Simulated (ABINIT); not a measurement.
HfGe, 2 atoms in the cell. The structure is tetragonal, space group P4/mmm (No. 123). The conventional cell has a = 3.303 Å, b = 3.303 Å, c = 4.215 Å, α = 90.00°, β = 90.00°, γ = 90.00°. Around Hf (site symmetry 4/mmm) lie 4 Ge at 2.34 Å. Ge (site symmetry 4/mmm) is surrounded by 4 Hf at 2.34 Å. The cell was built by a generator and needn't be a form met in nature. The cell isn't the ideal one: cell stretched.

- Program: ABINIT 10.8.3 (patched build)
- Task: single point
- Functional: LDA
- Potentials or basis: HGH LDA semicore
- Cutoff: 1034 eV
- k mesh: 6 × 6 × 5
- Occupations: fermi-dirac, width 0.05 eV
- Spin: no spin polarisation

Potentials or basis: HGH LDA semicore.

Launch:

```bash
$ abinit run.abi > log 2>&1
```

Hardware: 1 thread of Arm Neoverse V1, with other jobs on the host.

Task: How long does it take, and how much memory?

Result: It took 37 s on 1 thread of Arm Neoverse V1 (shared host), peak memory 0.08 GiB. Counts: scf iterations 11, mpi ranks 1, k points 30, bands 12, plane waves 3498.
